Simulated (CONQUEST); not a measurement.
Runs of CONQUEST 1.3 on Cl2InBr. The cell holds a molecule in a box, 4 atoms: a = 12.000 Å, b = 12.000 Å, c = 13.000 Å, α = 90.00°, β = 90.00°, γ = 90.00°. 

| task | level | potentials or basis | cell | smearing | SCF tolerance | max steps of the ions | optimiser | other keys | gap on the mesh (eV) | largest force (eV/Å) |
| --- | --- | --- | --- | --- | --- | --- | --- | --- | --- | --- |
| single point | PBE | PseudoDojo NC PBE, DZP, grid cutoff 100 Ha | atoms moved at random, drawn with an rms of 0.05 Å | fermi-dirac 0.05 eV | 1e-06 | - | - | - | 3.87 | 0.91 |
| single point | PBE | PseudoDojo NC PBE, DZP, grid cutoff 100 Ha | as given | fermi-dirac 0.05 eV | 1e-06 | - | - | - | 3.86 | 0.62 |
| relaxation of the atoms | LDA-PZ | PseudoDojo NC LDA, SZP, grid cutoff 60 Ha | atoms relaxed from: atoms moved at random, drawn with an rms of 0.05 Å | fermi-dirac 0.01 eV | 1e-07 | 30 | cg | - | 3.47 | 0.04 |
| single point | OLYP | PseudoDojo NC PBE, DZP, grid cutoff 80 Ha | as given | fermi-dirac 0.01 eV | 1e-08 | - | - | minE.SCTolerance = 1e-8; IO.Iprint = 1 | 3.94 | (a) |

Alike in all rows: no spin polarisation; k mesh 1 × 1 × 1.

Problem. Estimate the missing entries.

Solution. (a) 0.68.

Caveats: spin-orbit coupling is left out, which moves the levels of the heavy elements; the basis of atomic orbitals isn't converged, which shifts pressures, moduli and gaps; the atomic basis is small (some runs); the potentials were made for another functional, which shifts forces and pressure (some runs).

A k mesh can miss the band edges, and the runs leave out spin-orbit coupling on Br, In.
